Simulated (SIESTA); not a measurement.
# Cs in SIESTA: convergence with vacuum

Cs, a slab with vacuum:

```
Cs
1.0
     6.04500    0.00000    0.00000
     0.00000    6.04500    0.00000
     0.00000    0.00000   15.06750
Cs
4
Direct
  0.50000 0.50000 0.19910
  0.00000 0.00000 0.39970
  0.50000 0.50000 0.60030
  0.00000 0.00000 0.80090
```

The slab is cut from a database's or a generator's crystal, which needn't be the stable form of the element.

```yaml
Program: SIESTA 5.4.2
Task: single point
Functional: LDA
Potentials_or_basis: PseudoDojo 0.4 standard (LDA files)
Basis: DZP (energy shift 0.003 Ry; two zetas on semicore shells; d shell added on Cs)
Grid_cutoff: 500 Ry
Energy_shift: 0.003 Ry
k_mesh: 4 × 4 × 1
Occupations: fermi-dirac, width 0.05 eV
Spin: no spin polarisation
```

These are the settings of the first run; the series varies vacuum, with any setting tied to it.

Hardware: 1 thread of Intel(R) Xeon(R) Processor @ 2.50GHz (Skylake/Cascade Lake), on a shared host.

| vacuum | energy less the tightest run, at zero smearing (meV/atom) | largest force (eV/Å) | SCF cycles | CPU time (s) | peak memory (GiB) |
| --- | --- | --- | --- | --- | --- |
| 6 | -31.72 | 0.085 | 9 | 100 | 0.61 |
| 8 | 0.52 | 0.101 | 12 | 110 | 0.63 |
| 10 | -0.01 | 0.106 | 12 | 110 | 0.66 |
| 12 | 0.00 | 0.106 | 12 | 110 | 0.67 |
| 15 | 0.00 | 0.106 | 11 | 100 | 0.69 |
| 20 | 0.00 | 0.106 | 12 | 120 | 0.76 |

Against the tightest run, the energy stays within 1 meV/atom from 8 on; the largest force stays within 0.005 eV/Å from 8 on. The tightest run that finished is the yardstick and may itself not be fully converged.

 The run has no spin-orbit coupling, so splittings on Cs are missing.
